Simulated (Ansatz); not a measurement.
# BrFH2InN: a ladder of functionals and wavefunction methods

An exercise on one series of results from a longer session: the logs are not shown, and one member is left open.

Computed with Ansatz 0.2.0, Gaussian basis. Level: functionals in def2-TZVPP, the program's frozen cores in correlated methods.

The runs, in order: LDA (SPW92), PBE-D4, revPBE-D4, BLYP-D4, r2SCAN-D4, B97M-V, PBE0-D4, B3LYP-D4, r2SCANh-D4, r2SCAN0-D4, HSE06-D4, BHLYP-D4, CAM-B3LYP-D4, LC-ωPBE, ωB97X-V, ωB97M-V, B2PLYP, PBE-QIDH; CCSD(T)/def2-SVP; CCSD(T)/def2-TZVPP; MP2/def2-QZVPP; extrapolation to the limit; RPA on PBE.

## The geometry

All runs share one geometry, relaxed beforehand with PBE0-D4 in a triple-zeta def2 set. In takes the def2 core potential; no spin-orbit term is included.

SMILES `[NH2][In]([F])[Br]`, 6 atoms, charge 0, spin multiplicity 1.

Atoms are counted from 1 here; the program's logs count them from 0.

Bond lengths: N1–In2 2.000 Å, N1–H5 1.011 Å, N1–H6 1.010 Å, In2–F3 1.942 Å, In2–Br4 2.437 Å. Angles: In2–N1–H5 114.6°, In2–N1–H6 115.6°, H5–N1–H6 109.5°, N1–In2–F3 116.9°, N1–In2–Br4 127.8°, F3–In2–Br4 115.0°.

The first run:

in.yaml

```yaml
crystal:
  periodic: [false, false, false]
  atoms:
    - {symbol: N, position_ang: [-0.003888, 1.242109, -0.097075]}
    - {symbol: In, position_ang: [0.152696, -0.750679, -0.021319]}
    - {symbol: F, position_ang: [1.472585, -1.481297, 1.201225]}
    - {symbol: Br, position_ang: [-0.939503, -2.388964, -1.456610]}
    - {symbol: H, position_ang: [0.248719, 1.717234, 0.758954]}
    - {symbol: H, position_ang: [-0.888609, 1.597698, -0.431574]}
basis:
  gaussian: {orbitals: def2-TZVPP}
hamiltonian: {xc: lda}
output: {orbitals: {seedname: orbitals}}
```

Among the steps run: LDA; PBE-D4 (GGA); revPBE-D4 (GGA); BLYP-D4 (GGA); r2SCAN-D4 (meta-GGA); B97M-V (meta-GGA); PBE0-D4 (hybrid); B3LYP-D4 (hybrid); r2SCANh-D4 (hybrid); r2SCAN0-D4 (hybrid); HSE06-D4 (hybrid); BHLYP-D4 (hybrid); CAM-B3LYP-D4 (range-separated); LC-ωPBE-D4 (range-separated; the results give it without D4); ωB97X-V (range-separated); ωB97M-V (range-separated); B2PLYP (double hybrid); PBE-QIDH (double hybrid).

One table of the session follows, with a row left open; its other results are not shown here.

It belongs to the step «Frontier levels by functional». 

```
  functional  HOMO (eV)  LUMO (eV)  gap (eV)
 LDA (SPW92)      -6.98      -3.39      3.59
      PBE-D4      -6.75      -3.06      3.69
   revPBE-D4      -6.67      -2.93      3.74
     BLYP-D4      -6.63      -3.04      3.59
   r2SCAN-D4          ?          ?         ?
      B97M-V      -7.08      -2.92      4.16
     PBE0-D4      -8.14      -2.19      5.95
    B3LYP-D4      -7.89      -2.52      5.37
  r2SCANh-D4      -7.58      -2.53      5.05
  r2SCAN0-D4      -8.36      -2.06      6.30
    HSE06-D4      -7.73      -2.56      5.17
    BHLYP-D4      -9.41      -1.37      8.05
CAM-B3LYP-D4      -9.55      -1.27      8.27
     LC-ωPBE     -10.94       0.05     10.99
     ωB97X-V     -10.55      -0.13     10.42
     ωB97M-V     -10.46      -0.30     10.15
```

Estimate the missing values for r2SCAN-D4.

Worked estimate for «HOMO (eV)». Against the share of exact exchange, r2SCANh-D4 (0.1, -7.58), r2SCAN0-D4 (0.25, -8.36) give a slope of -5.20 per unit share; at 0 the line stands at -7.06.

As computed: HOMO (eV): -7.06; LUMO (eV): -2.84; gap (eV): 4.22. In «HOMO (eV)» the line misses by 0.00.
